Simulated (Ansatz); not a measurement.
# ClFGeH4O2: the cost of one run

Method: RKS B3LYP-D4/def2-SVP, in Ansatz 0.2.0.

1 further run of the same task is left out (it didn't finish).

## (1) The starting structure

Bond lengths: Ge1–F3 1.680 Å, Ge1–Cl4 2.218 Å, Ge1–O5 1.769 Å, O5–H6 1.010 Å, Ge1–O7 2.070 Å, O7–H8 1.010 Å. Angles: F3–Ge1–Cl4 109.5°, F3–Ge1–O5 109.5°, F3–Ge1–O7 75.6°, Cl4–Ge1–O5 109.5°, Cl4–Ge1–O7 64.5°, O5–Ge1–O7 173.5°, Ge1–O5–H6 109.5°, Ge1–O7–H8 109.5°.

Coordinates:

```xyz
9

Ge    0.0000    0.0000    0.0000
H     0.0000    0.0000    1.9000
F     1.5842    0.0000   -0.5594
Cl   -1.0456    1.8115   -0.7393
O    -0.8337   -1.4443   -0.5894
H    -1.2883   -1.9100    0.1830
O     0.7760    1.8046    0.6527
H     1.5670    1.6327    1.2567
H     0.3926    0.9129    1.8011
```

## (2) A restrained relaxation towards end A

Springs on the bonds that form and break draw the guess towards this end; the thresholds are loose.

input.yaml reads:

```yaml
crystal:
  periodic: [false, false, false]
  atoms:
    - { symbol: Ge, position_ang: [0.0, 0.0, 0.0] }
    - { symbol: H, position_ang: [0.0, 0.0, 1.9] }
    - { symbol: F, position_ang: [1.5842, 0.0, -0.5594] }
    - { symbol: Cl, position_ang: [-1.0456, 1.8115, -0.7393] }
    - { symbol: O, position_ang: [-0.8337, -1.4443, -0.5894] }
    - { symbol: H, position_ang: [-1.2883, -1.91, 0.183] }
    - { symbol: O, position_ang: [0.776, 1.8046, 0.6527] }
    - { symbol: H, position_ang: [1.567, 1.6327, 1.2567] }
    - { symbol: H, position_ang: [0.3926, 0.9129, 1.8011] }
basis:
  gaussian: { orbitals: def2-SVP }
hamiltonian:
  xc: b3lyp
  dispersion: d4
relax:
  f_tol: 0.15
  max_steps: 25
  restrain:
    - { distance: [0, 6], at: 2.97, k: 30.0 }
    - { distance: [8, 1], at: 1.86, k: 30.0 }
    - { distance: [0, 1], at: 1.55, k: 30.0 }
    - { distance: [8, 6], at: 1.01, k: 30.0 }
```

Launch:

```sh
$ ansatz run input.yaml --threads 4 --pin off --max-ram 5120MiB --backend cpu --events-out ev --progress --plain --runs-dir out
```

Q: Estimate wall time and peak memory on 4 threads of Arm Neoverse V1, shared host.

About 29 s, with a peak of 0.28 GiB.
